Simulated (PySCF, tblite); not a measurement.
**C3H7FGeS2: geometry, infrared bands and NMR shifts**

Wanted: the infrared bands and NMR shifts of C3H7FGeS2 (`F[CH2][GeH]1[S]CC[S]1`), by calculation.

Computed with tblite 0.8.0 and PySCF 2.14.0, with density-fitted response routines of our own, on a single molecule in the gas phase. Atoms are numbered from 0 throughout.

## (1) The molecule as given

14 atoms, charge 0, multiplicity 1; geometry from: force field or distance geometry start.

Bonds of the start (Å): F0–C1 1.40, C1–Ge2 1.92, Ge2–S3 2.25, S3–C4 1.81, C4–C5 1.50, C5–S6 1.83, S6–Ge2 2.25, C1–H7 1.11, C1–H8 1.08, Ge2–H9 1.54, C4–H10 1.12, C4–H11 1.10, C5–H12 1.11, C5–H13 1.09.

## (2) Relaxing the molecule with GFN2-xTB

The job: settings as JSON, then the geometry in Å.

```
{"job": {"kind": "relax", "xc": "GFN2-xTB", "basis": "xTB"}, "charge": 0, "multiplicity": 1}
F      3.307400     0.712700     1.110300
C      2.519900     0.530800    -0.037500
Ge     1.006800    -0.524600     0.492600
S     -0.631000     0.725500     1.393000
C     -1.797800     0.683800     0.004800
C     -1.885300    -0.721900    -0.508000
S     -0.265000    -1.132500    -1.262200
H      3.103600    -0.059200    -0.776400
H      2.296800     1.498400    -0.471900
H      1.342300    -1.745500     1.366500
H     -2.798000     0.930700     0.438000
H     -1.497000     1.389700    -0.784100
H     -2.080200    -1.440900     0.318700
H     -2.623000    -0.847300    -1.306000
```

The run is started by

```console
$ OMP_NUM_THREADS=1 python probes_run.py task.json out
```

One launch serves the whole session: the jobs run in the order shown.

**Question.** This job is followed by: GFN2-xTB harmonic vibrations, gas phase; GIAO PBE0/pcSseg-1 NMR shielding, non-relativistic, gas phase. What will the session give for the following? strongest single infrared mode (GFN2-xTB); zero-point energy (GFN2-xTB); ¹³C shifts against TMS (PBE0/pcSseg-1, means over atoms taken as alike); ¹H shifts against TMS (PBE0/pcSseg-1, means over atoms taken as alike); ¹⁹F shifts against CFCl3 (PBE0/pcSseg-1); ⁷³Ge shifts against GeMe4 (PBE0/pcSseg-1); ³³S shifts against CS2 (PBE0/pcSseg-1, means over atoms taken as alike).

**Answer**, as computed:

```
                                                               quantity                       value
                              strongest single infrared mode (GFN2-xTB)       1803 cm⁻¹, 311 km/mol
                                           zero-point energy (GFN2-xTB)               58.3 kcal/mol
¹³C shifts against TMS (PBE0/pcSseg-1, means over atoms taken as alike)              88.9, 43.1 ppm
 ¹H shifts against TMS (PBE0/pcSseg-1, means over atoms taken as alike)  6.25, 5.21, 2.83, 2.81 ppm
                               ¹⁹F shifts against CFCl3 (PBE0/pcSseg-1)                  -273.6 ppm
                              ⁷³Ge shifts against GeMe4 (PBE0/pcSseg-1)                      91 ppm
³³S shifts against CS2 (PBE0/pcSseg-1, means over atoms taken as alike)                     -99 ppm
```

In words: The optimisation took 82 steps and gained 0.286 eV; among the close pairs (by a distance rule), C1–Ge2 changed most, from 1.919 to 2.026 Å. All 36 modes are real, so the xTB geometry is a minimum. The strongest single mode, at 1803 cm⁻¹, moves mainly H9. GFN2-xTB is a fitted tight-binding method: band positions and strengths are rough. Its intensities can rank the bands wrongly. The most deshielded carbon is C1 (sp3 CH2 bonded to F and Ge), at 88.9 ppm: pulled downfield by the heteroatom. At PBE0/pcSseg-1: Shielding is most anisotropic at S3, S6 (span 332 ppm, paramagnetic term -454 ppm). Spin-orbit coupling is left out, which matters for shieldings and couplings at and beside the heavy atoms.
